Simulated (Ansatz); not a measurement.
Born–Oppenheimer molecular dynamics of a periodic cell of 36 atoms, Be (start crystal Be, start structure hcp, volume 1 times the crystal's). It starts from a structure without forces on its atoms.

All numbers below come from DFT PBEsol, scalar-relativistic, plane waves, PAW (Ansatz 0.2.0). Settings: accuracy low, cutoff 420 eV, k mesh 2x2x2, fermi-dirac smearing 0.17 eV, no spin polarisation.

```
ensemble        : NVT, Langevin thermostat
time step       : 1.5 fs
steps asked     : 60
set temperature : 2000 K
friction        : 0.02 /fs
seed            : 793315
```

Frames 3 fs apart, positions in Å, forces in eV/Å.

Velocities at 30.0 fs (Å/ps):

```
Be 2.71 -5.94 -5.02
Be 5.62 0.17 4.57
Be 21.17 -17.04 -6.01
Be 0.76 2.79 -16.79
Be 11.35 16.64 -18.75
Be 28.21 -6.77 -14.42
Be 12.54 -1.50 16.25
Be 14.69 8.47 0.93
Be -5.70 6.33 5.11
Be -12.38 -13.01 -2.70
Be -1.82 7.46 5.11
Be 11.54 -0.69 -9.97
Be 2.10 0.28 -9.12
Be -1.53 4.70 0.53
Be -3.21 -14.34 7.72
Be 1.30 3.81 3.72
Be -1.97 -14.78 -3.31
Be -10.45 -3.28 -24.20
Be -26.58 14.91 -1.68
Be -1.77 22.25 -9.51
Be 0.29 18.38 6.28
Be -2.37 -4.36 11.51
Be -9.96 24.82 -1.63
Be 27.35 -14.69 -20.38
Be 24.67 14.23 0.42
Be 2.03 -0.15 -24.17
Be -3.57 -18.16 -5.49
Be 16.89 7.59 1.31
Be 11.34 -4.20 1.05
Be -9.96 6.90 10.29
Be -4.40 14.65 20.70
Be 0.01 -15.45 4.45
Be 0.65 2.78 6.38
Be 7.99 19.52 -3.10
Be -2.61 -4.34 9.65
Be 4.59 6.91 -3.29
```

```xyz
36
Lattice="6.8700 0.0000 0.0000 -3.4350 5.9496 0.0000 0.0000 0.0000 7.1769" Properties=species:S:1:pos:R:3:forces:R:3 time_fs=30.0 energy_less_start_eV=7.336 T=1415
Be -0.033 0.056 0.004 -0.64 -0.51 -0.07
Be 0.029 1.605 1.617 -0.99 -1.08 0.59
Be 0.118 -0.046 3.558 -0.56 0.20 0.09
Be -0.072 1.286 5.402 0.34 -0.15 -0.16
Be -1.379 2.106 0.059 1.07 -0.11 -1.10
Be -1.388 3.259 1.782 0.76 -0.44 0.49
Be -0.744 2.083 3.585 -2.08 -0.32 -0.01
Be -0.962 3.351 5.522 0.10 -0.05 -0.62
Be -2.176 4.102 -0.065 -1.14 -0.32 0.34
Be -2.196 5.169 1.836 -0.32 0.43 -0.61
Be -2.259 3.524 3.604 -0.08 1.48 0.55
Be -2.171 5.173 5.347 -0.67 0.44 -0.88
Be 1.915 0.092 -0.161 1.57 0.12 1.03
Be 2.079 1.391 1.805 1.35 -1.92 -0.57
Be 2.368 -0.059 3.483 -0.67 0.94 -0.09
Be 2.261 1.388 5.496 -0.66 0.00 -1.85
Be 0.948 2.235 -0.124 0.64 -0.77 -0.11
Be 1.341 3.068 1.793 -1.06 2.95 -0.01
Be 1.169 1.924 3.588 0.36 0.15 0.56
Be 1.306 3.529 5.258 -1.86 -1.48 -0.33
Be -0.124 4.063 0.297 0.81 -0.28 -1.08
Be -0.097 5.750 1.571 0.11 -1.31 0.07
Be 0.098 4.067 3.653 -0.45 -0.63 -1.46
Be 0.052 5.470 5.016 -0.41 0.00 3.70
Be 4.755 -0.186 -0.192 -1.76 1.94 1.06
Be 4.620 1.232 1.615 0.72 0.88 1.40
Be 4.784 0.017 3.743 -0.03 0.75 -2.60
Be 4.607 1.645 5.372 -0.19 -1.27 -0.80
Be 3.313 1.516 -0.095 1.09 1.24 1.47
Be 3.331 3.384 1.680 1.13 -0.37 -0.11
Be 3.187 2.044 3.704 0.78 -0.86 -0.60
Be 3.417 3.395 5.446 0.72 -0.77 -1.02
Be 2.212 4.023 -0.378 0.57 -0.39 4.25
Be 2.172 5.213 1.640 -0.19 -0.22 0.92
Be 2.356 3.901 3.552 0.04 1.23 -0.66
Be 2.253 5.303 5.397 1.61 0.54 -1.76
36
Lattice="6.8700 0.0000 0.0000 -3.4350 5.9496 0.0000 0.0000 0.0000 7.1769" Properties=species:S:1:pos:R:3:forces:R:3 time_fs=33.0 energy_less_start_eV=7.696 T=1444
Be -0.035 0.037 -0.012 -0.16 -0.25 -0.13
Be 0.043 1.585 1.635 -1.20 -1.35 0.41
Be 0.170 -0.097 3.542 -0.95 0.48 0.24
Be -0.056 1.302 5.342 0.44 -0.39 0.51
Be -1.346 2.150 0.015 0.93 -0.48 -0.67
Be -1.294 3.246 1.744 0.00 -0.12 1.16
Be -0.737 2.074 3.630 -2.93 0.03 -0.62
Be -0.914 3.368 5.514 -0.10 0.00 -0.58
Be -2.209 4.110 -0.048 -0.76 -0.34 0.03
Be -2.240 5.134 1.833 0.20 0.62 -0.57
Be -2.270 3.559 3.632 0.15 1.23 0.12
Be -2.153 5.175 5.315 -0.60 0.27 -0.53
Be 1.929 0.108 -0.179 1.31 -0.13 1.20
Be 2.079 1.404 1.802 1.46 -1.89 -0.32
Be 2.368 -0.086 3.509 -0.88 1.36 -0.34
Be 2.268 1.401 5.502 -0.70 -0.14 -1.75
Be 0.940 2.192 -0.141 0.61 -0.35 -0.14
Be 1.303 3.067 1.728 -0.85 3.18 0.26
Be 1.090 1.974 3.582 1.82 0.02 0.40
Be 1.280 3.582 5.235 -1.42 -1.68 0.09
Be -0.109 4.119 0.312 0.76 -0.51 -1.60
Be -0.093 5.734 1.603 0.16 -1.03 0.10
Be 0.063 4.143 3.638 -0.29 -1.72 -1.75
Be 0.124 5.440 4.975 -1.00 0.47 4.69
Be 4.830 -0.125 -0.172 -2.14 1.64 0.63
Be 4.623 1.233 1.562 0.82 0.98 1.55
Be 4.774 -0.024 3.711 0.49 1.11 -2.85
Be 4.639 1.661 5.366 -0.24 -1.41 -0.91
Be 3.349 1.514 -0.097 0.86 1.26 1.34
Be 3.308 3.398 1.711 1.30 -0.52 -0.16
Be 3.170 2.075 3.796 0.61 -1.00 -1.25
Be 3.414 3.346 5.457 0.50 -0.18 -0.72
Be 2.221 4.026 -0.340 0.38 -0.35 3.46
Be 2.197 5.263 1.639 -0.17 -0.47 1.03
Be 2.349 3.904 3.567 0.06 1.24 -0.87
Be 2.280 5.314 5.380 1.52 0.41 -1.46
36
Lattice="6.8700 0.0000 0.0000 -3.4350 5.9496 0.0000 0.0000 0.0000 7.1769" Properties=species:S:1:pos:R:3:forces:R:3 time_fs=36.0 energy_less_start_eV=7.649 T=1630
Be -0.042 0.013 -0.028 0.52 -0.03 -0.17
Be 0.047 1.537 1.643 -1.07 -1.34 0.29
Be 0.205 -0.154 3.513 -1.28 0.83 0.49
Be -0.032 1.319 5.279 0.52 -0.67 1.21
Be -1.319 2.181 -0.004 0.80 -0.75 -0.58
Be -1.203 3.238 1.721 -0.44 0.17 1.55
Be -0.765 2.056 3.675 -3.52 0.32 -1.33
Be -0.852 3.391 5.509 -0.59 -0.12 -0.57
Be -2.256 4.099 -0.034 -0.26 -0.23 -0.24
Be -2.292 5.110 1.832 0.73 0.76 -0.64
Be -2.287 3.614 3.648 0.33 0.93 -0.12
Be -2.137 5.183 5.288 -0.56 0.17 -0.06
Be 1.956 0.141 -0.179 0.83 -0.62 1.20
Be 2.095 1.405 1.807 1.21 -1.31 -0.12
Be 2.348 -0.094 3.551 -0.86 1.67 -0.61
Be 2.285 1.416 5.493 -0.79 -0.44 -1.24
Be 0.938 2.138 -0.185 0.55 0.15 0.25
Be 1.257 3.099 1.677 -0.59 2.55 0.37
Be 1.018 2.033 3.577 2.86 -0.01 0.01
Be 1.225 3.603 5.209 -0.37 -1.63 0.61
Be -0.087 4.167 0.309 0.58 -0.66 -1.99
Be -0.101 5.701 1.642 0.35 -0.77 0.20
Be 0.026 4.205 3.602 -0.09 -2.46 -1.77
Be 0.162 5.411 4.974 -0.91 0.95 4.65
Be 4.888 -0.072 -0.148 -2.43 1.27 0.02
Be 4.611 1.240 1.520 0.93 0.95 1.89
Be 4.782 -0.040 3.644 0.36 1.18 -2.21
Be 4.670 1.665 5.335 -0.20 -1.41 -0.58
Be 3.391 1.535 -0.074 0.44 1.31 0.80
Be 3.304 3.400 1.727 1.16 -0.66 -0.13
Be 3.174 2.103 3.898 0.42 -1.07 -2.43
Be 3.406 3.291 5.449 0.24 0.70 0.00
Be 2.239 4.017 -0.262 0.16 -0.26 2.11
Be 2.221 5.309 1.652 -0.11 -0.63 0.97
Be 2.340 3.922 3.563 0.06 1.02 -0.78
Be 2.332 5.314 5.354 1.02 0.18 -1.02
36
Lattice="6.8700 0.0000 0.0000 -3.4350 5.9496 0.0000 0.0000 0.0000 7.1769" Properties=species:S:1:pos:R:3:forces:R:3 time_fs=39.0 energy_less_start_eV=7.758 T=1551
Be -0.051 -0.020 -0.026 1.16 0.14 -0.33
Be 0.029 1.464 1.643 -0.61 -1.05 0.27
Be 0.227 -0.217 3.464 -1.57 1.26 0.97
Be 0.002 1.334 5.229 0.48 -0.91 1.68
Be -1.290 2.210 -0.012 0.63 -0.94 -0.63
Be -1.109 3.239 1.710 -0.69 0.33 1.67
Be -0.827 2.027 3.711 -3.38 0.49 -1.99
Be -0.804 3.418 5.497 -1.26 -0.44 -0.50
Be -2.301 4.078 -0.027 0.15 -0.12 -0.35
Be -2.331 5.102 1.832 1.20 0.81 -0.95
Be -2.306 3.673 3.647 0.46 0.58 -0.25
Be -2.113 5.178 5.254 -0.58 0.28 0.49
Be 1.981 0.188 -0.156 0.40 -1.09 0.91
Be 2.123 1.378 1.823 0.69 -0.38 -0.06
Be 2.347 -0.085 3.588 -0.78 1.87 -0.81
Be 2.311 1.432 5.457 -1.10 -0.94 -0.24
Be 0.931 2.095 -0.244 0.58 0.58 0.78
Be 1.215 3.165 1.629 -0.38 1.38 0.62
Be 0.962 2.089 3.579 3.08 0.09 -0.54
Be 1.154 3.615 5.196 0.99 -1.53 0.81
Be -0.074 4.213 0.280 0.40 -0.77 -2.23
Be -0.113 5.657 1.675 0.58 -0.63 0.26
Be 0.002 4.251 3.565 0.11 -2.71 -1.43
Be 0.175 5.390 5.025 -0.71 1.23 3.78
Be 4.929 -0.033 -0.138 -2.59 0.90 -0.41
Be 4.598 1.242 1.480 0.99 0.90 2.32
Be 4.789 -0.047 3.587 -0.02 1.11 -1.40
Be 4.692 1.646 5.299 -0.17 -1.32 -0.02
Be 3.426 1.576 -0.053 0.03 1.37 0.20
Be 3.312 3.404 1.739 0.96 -0.85 -0.09
Be 3.186 2.132 3.988 0.46 -1.20 -4.11
Be 3.405 3.256 5.431 0.14 1.58 0.97
Be 2.263 3.988 -0.159 0.04 0.00 0.73
Be 2.249 5.346 1.670 -0.10 -0.73 0.78
Be 2.330 3.926 3.540 -0.07 0.86 -0.43
Be 2.394 5.319 5.320 0.48 -0.14 -0.49
36
Lattice="6.8700 0.0000 0.0000 -3.4350 5.9496 0.0000 0.0000 0.0000 7.1769" Properties=species:S:1:pos:R:3:forces:R:3 time_fs=42.0 energy_less_start_eV=7.991 T=1465
Be -0.059 -0.064 -0.023 1.72 0.30 -0.49
Be -0.012 1.391 1.620 0.00 -0.74 0.40
Be 0.236 -0.263 3.403 -1.79 1.68 1.57
Be 0.029 1.342 5.213 0.31 -0.98 1.62
Be -1.259 2.240 -0.034 0.47 -1.11 -0.47
Be -1.016 3.240 1.708 -1.03 0.43 1.56
Be -0.904 1.995 3.737 -2.62 0.61 -2.41
Be -0.762 3.455 5.485 -2.02 -0.77 -0.45
Be -2.347 4.042 -0.023 0.54 0.07 -0.36
Be -2.350 5.111 1.824 1.61 0.75 -1.42
Be -2.318 3.725 3.651 0.57 0.21 -0.38
Be -2.104 5.187 5.209 -0.56 0.36 1.15
Be 2.007 0.244 -0.118 0.09 -1.62 0.62
Be 2.169 1.349 1.844 0.18 0.33 -0.04
Be 2.342 -0.067 3.611 -0.46 1.88 -0.90
Be 2.341 1.421 5.417 -1.42 -1.27 0.66
Be 0.942 2.059 -0.294 0.62 0.97 1.25
Be 1.168 3.232 1.593 -0.04 0.51 0.97
Be 0.930 2.120 3.587 2.74 0.20 -1.02
Be 1.110 3.607 5.180 2.07 -1.33 0.80
Be -0.064 4.261 0.246 0.21 -0.90 -2.37
Be -0.118 5.606 1.702 0.77 -0.47 0.35
Be -0.025 4.269 3.526 0.38 -2.48 -0.77
Be 0.191 5.384 5.104 -0.68 1.22 2.49
Be 4.952 0.002 -0.127 -2.64 0.66 -0.62
Be 4.598 1.245 1.469 0.92 0.89 2.49
Be 4.819 -0.032 3.549 -0.47 0.89 -0.73
Be 4.700 1.599 5.271 -0.21 -1.13 0.65
Be 3.441 1.649 -0.022 -0.18 1.43 -0.26
Be 3.320 3.415 1.743 0.83 -1.07 0.04
Be 3.213 2.143 4.040 0.55 -1.03 -5.39
Be 3.403 3.247 5.438 0.17 1.86 1.38
Be 2.285 3.966 -0.066 -0.06 0.22 -0.28
Be 2.296 5.370 1.681 -0.29 -0.75 0.61
Be 2.331 3.942 3.505 -0.23 0.59 0.02
Be 2.459 5.335 5.301 -0.06 -0.41 -0.27
36
Lattice="6.8700 0.0000 0.0000 -3.4350 5.9496 0.0000 0.0000 0.0000 7.1769" Properties=species:S:1:pos:R:3:forces:R:3 time_fs=45.0 energy_less_start_eV=7.910 T=1526
Be -0.069 -0.104 -0.013 2.05 0.46 -0.77
Be -0.052 1.320 1.598 0.60 -0.26 0.54
Be 0.219 -0.299 3.349 -1.61 1.94 2.05
Be 0.044 1.322 5.209 0.16 -0.80 1.24
Be -1.227 2.255 -0.048 0.36 -1.14 -0.43
Be -0.937 3.238 1.715 -1.46 0.41 1.33
Be -1.004 1.946 3.750 -1.28 0.87 -2.71
Be -0.724 3.495 5.462 -2.70 -1.10 -0.34
Be -2.380 4.013 -0.013 0.83 0.10 -0.39
Be -2.355 5.116 1.798 1.94 0.84 -1.54
Be -2.309 3.781 3.659 0.52 -0.25 -0.56
Be -2.112 5.183 5.169 -0.41 0.60 1.60
Be 2.018 0.298 -0.074 0.16 -2.00 0.38
Be 2.236 1.326 1.864 -0.23 0.83 -0.05
Be 2.332 -0.021 3.610 -0.15 1.46 -0.79
Be 2.356 1.396 5.384 -1.44 -1.15 1.11
Be 0.946 2.030 -0.325 0.67 1.31 1.50
Be 1.125 3.294 1.560 0.47 -0.03 1.36
Be 0.926 2.150 3.582 1.90 0.12 -1.19
Be 1.099 3.575 5.174 2.58 -0.83 0.69
Be -0.045 4.297 0.213 -0.03 -0.97 -2.47
Be -0.104 5.545 1.737 0.84 -0.18 0.26
Be -0.037 4.276 3.492 0.54 -2.12 -0.05
Be 0.190 5.399 5.192 -0.55 0.93 1.36
Be 4.950 0.031 -0.134 -2.42 0.47 -0.44
Be 4.618 1.267 1.490 0.66 0.66 2.38
Be 4.864 -0.030 3.512 -0.95 0.77 -0.17
Be 4.705 1.546 5.253 -0.43 -1.00 1.34
Be 3.460 1.744 0.018 -0.37 1.30 -0.62
Be 3.347 3.428 1.740 0.64 -1.27 0.37
Be 3.254 2.127 4.037 0.64 -0.53 -5.44
Be 3.397 3.254 5.462 0.22 1.48 0.98
Be 2.307 3.937 0.007 -0.17 0.43 -0.99
Be 2.365 5.392 1.698 -0.86 -0.88 0.23
Be 2.325 3.979 3.473 -0.22 0.04 0.37
Be 2.518 5.336 5.289 -0.52 -0.54 -0.17
```

Of the whole run (90 fs, mean temperature of the second half 1647 K): The mean temperature of the second half is 18 % below the set value. A run of 0.09 ps of so small a system gives no equilibrium averages. Limits of this set-up: coarse k mesh, low accuracy level.

Time of the run: 6.6 min on 1 thread of Arm Neoverse V2, on a shared host, peak memory 0.63 GiB.
